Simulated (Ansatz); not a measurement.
# HfSn2Te6: the cost of one run

Program: Ansatz 0.2.0. Level of theory: DFT PBE, scalar-relativistic, plane waves, PAW. These are calculated values, not measurements.

1 further run of the same task is left out (set aside as unsound or not needed).

**1. Starting point**

It takes space group P-3m1 (No. 164, trigonal). Conventional cell: a = 4.091 Å, b = 4.091 Å, c = 21.407 Å, α = 90.00°, β = 90.00°, γ = 120.00°. Hf (site symmetry -3m) is surrounded by 6 Te at 2.92 Å. Sn (site symmetry 3m) has 6 Te at 2.97 Å as nearest neighbours. Te (site symmetry 3m) is surrounded by 3 Sn at 2.97 Å. Around Te (site symmetry 3m) lie 3 Hf at 2.92 Å.

Coordinates:

```
Hf Sn Te
1.0
     4.09102    0.00000    0.00000
    -2.04551    3.54292    0.00000
     0.00000    0.00000   21.40682
Hf Sn Te
1 2 6
Direct
  0.00000 0.00000 0.00000
  0.00000 0.00000 0.66264
  0.00000 0.00000 0.33736
  0.33333 0.66667 0.74672
  0.33333 0.66667 0.08040
  0.33333 0.66667 0.42179
  0.66667 0.33333 0.91960
  0.66667 0.33333 0.25328
  0.66667 0.33333 0.57821
```

The cell was relaxed beforehand at this level, from a generated guess; it is a trial structure. At a tolerance of 0.05 Å it has space group P-3m1 (No. 164); it has 34.47 Å³/atom, an uncorrected energy of -0.33 eV/atom over the elements.

**2. Bands, states and charges**

Contents of input.yaml:

```yaml
crystal:
  lattice:
    - [4.0910172947, -2.89e-08, 0.0]
    - [-2.0455086224, 3.542924919, 0.0]
    - [0.0, 0.0, 21.4068219]
  atoms:
    - { symbol: Hf, position: [0.0, 0.0, 0.0] }
    - { symbol: Sn, position: [0.0, 0.0, 0.66264] }
    - { symbol: Sn, position: [0.0, 0.0, 0.33736] }
    - { symbol: Te, position: [0.3333333333, 0.6666666667, 0.746717] }
    - { symbol: Te, position: [0.3333333333, 0.6666666667, 0.080401] }
    - { symbol: Te, position: [0.3333333333, 0.6666666667, 0.421787] }
    - { symbol: Te, position: [0.6666666667, 0.3333333333, 0.919599] }
    - { symbol: Te, position: [0.6666666667, 0.3333333333, 0.253283] }
    - { symbol: Te, position: [0.6666666667, 0.3333333333, 0.578213] }
basis:
  ecutwfc: 420
kpoints:
  mp_grid: { grid: [12, 12, 2] }
  band_path:
    path:
      - [[0.0, 0.0, 0.0], [0.5, 0.0, 0.0], [0.33333333, 0.33333333, 0.0], [0.0, 0.0, 0.0], [0.0, 0.0, 0.5], [0.5, 0.0, 0.5], [0.33333333, 0.33333333, 0.5], [0.0, 0.0, 0.5]]
      - [[0.5, 0.0, 0.5], [0.5, 0.0, 0.0]]
      - [[0.33333333, 0.33333333, 0.5], [0.33333333, 0.33333333, 0.0]]
    npoints: 14
hamiltonian:
  xc: pbe
scf:
  occupations: { method: gaussian, width: 0.1 }
  n_extra_bands: 22
output:
  forces: true
  stress: true
  eigenvalues: true
  populations: true
  dos: { projected: true, de: 0.02, nscf_kmesh: { grid: [15, 15, 3] } }
  bader: true
  write_density: true
  write_potential: true
  elf: true
  volumetric_format: npy
```

On the command line:

```bash
$ ansatz run input.yaml --threads 4 --pin off --max-ram 8192MiB --backend cpu --events-out ev --progress --plain --runs-dir out
```

**Question.** How long does this run take on 4 threads of Arm Neoverse V2, shared host, and how much memory does it need?

About 94 s, with a peak of 2.5 GiB.
